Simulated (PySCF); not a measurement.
# CeH10O5 (Ce(H2O)53+): the cost of one run

The runs use PySCF 2.14.0; several levels, as the steps say, no spin–orbit coupling.

## (1) The system as given

16 atoms, charge 3, spin multiplicity 1.

Bond lengths: Ce1–O2 2.475 Å, Ce1–O5 2.475 Å, Ce1–O8 2.444 Å, Ce1–O11 2.457 Å, Ce1–O14 2.457 Å, O2–H3 0.987 Å, O2–H4 0.987 Å, O5–H6 0.987 Å, O5–H7 0.987 Å, O8–H9 0.989 Å, O8–H10 0.989 Å, O11–H12 0.989 Å, O11–H13 0.989 Å, O14–H15 0.989 Å, O14–H16 0.989 Å. Angles: O2–Ce1–O5 157.8°, O2–Ce1–O8 101.1°, O2–Ce1–O11 85.5°, O2–Ce1–O14 85.5°, O5–Ce1–O8 101.1°, O5–Ce1–O11 85.5°, O5–Ce1–O14 85.5°, O8–Ce1–O11 113.9°, O8–Ce1–O14 113.9°, O11–Ce1–O14 132.2°, Ce1–O2–H3 128.3°, Ce1–O2–H4 128.3°, H3–O2–H4 103.3°, Ce1–O5–H6 128.3°, Ce1–O5–H7 128.3°, H6–O5–H7 103.3°, Ce1–O8–H9 128.5°, Ce1–O8–H10 128.5° and more.

Coordinates:

```xyz
16
CeH10O5
Ce    0.10797    0.00000    0.00000
O    -0.36905    0.00001    2.42810
H    -0.47719    0.77439    3.03103
H    -0.47725   -0.77435    3.03103
O    -0.36905    0.00001   -2.42810
H    -0.47725   -0.77435   -3.03103
H    -0.47719    0.77439   -3.03103
O     2.55182   -0.00010    0.00000
H     3.16721   -0.77461    0.00000
H     3.16727    0.77436    0.00000
O    -0.88676    2.24661    0.00000
H    -0.43821    3.12803    0.00000
H    -1.84836    2.47851    0.00000
O    -0.88694   -2.24654    0.00000
H    -1.84856   -2.47837    0.00000
H    -0.43846   -3.12799    0.00000
```

Formal oxidation states: Ce +3. Each metal's 1 4f electrons lie in its core potential, so multiplicities, spins and levels count the valence alone. An earlier session relaxed this geometry at TPSS, Ce lcecp-1-SVP with ECP47, O def2-SVP, H def2-SVP (singlet, point group C2v).

At TPSS on the finer grid: E = -413.249409 Eh, HOMO -20.84 eV, LUMO -14.63 eV, Mulliken charge on Ce1 +1.59 e, largest force component 0.010 eV/Å. 

Levels to run: CAM-B3LYP; BP86; B3LYP; wB97X; TPSS, TZVP; PBE0, SVP. Hardware: 4 threads of Arm Neoverse V1, shared host.

## (2) CAM-B3LYP

The input, run.py (the lines that set the calculation):

```python
mol = gto.M(atom='''
Ce     0.10797     0.00000     0.00000
O     -0.36905     0.00001     2.42810
H     -0.47719     0.77439     3.03103
H     -0.47725    -0.77435     3.03103
O     -0.36905     0.00001    -2.42810
H     -0.47725    -0.77435    -3.03103
H     -0.47719     0.77439    -3.03103
O      2.55182    -0.00010     0.00000
H      3.16721    -0.77461     0.00000
H      3.16727     0.77436     0.00000
O     -0.88676     2.24661     0.00000
H     -0.43821     3.12803     0.00000
H     -1.84836     2.47851     0.00000
O     -0.88694    -2.24654     0.00000
H     -1.84856    -2.47837     0.00000
H     -0.43846    -3.12799     0.00000''',
    basis={'Ce': 'lcecp-1-SVP', 'O': 'def2-SVP', 'H': 'def2-SVP'},
    ecp={'Ce': 'lcecp-1-SVP'},
    charge=3, spin=0)
mf = dft.RKS(mol, xc='CAMB3LYP')
mf.grids.atom_grid = (75, 302)  # f atoms: unpruned, at least (60, 302)
mf = mf.density_fit()  # fitting sets: Ce AutoAux, O def2-universal-JKFIT, H def2-universal-JKFIT
mf.conv_tol = 1e-08; mf.max_cycle = 55
mf.kernel(dm0)  # dm0: the density of the relaxed state
```

Command:

```console
> OMP_NUM_THREADS=4 python run.py
```

**Question.** How long does this run take on 4 threads of Arm Neoverse V1, shared host?

About 33 s.
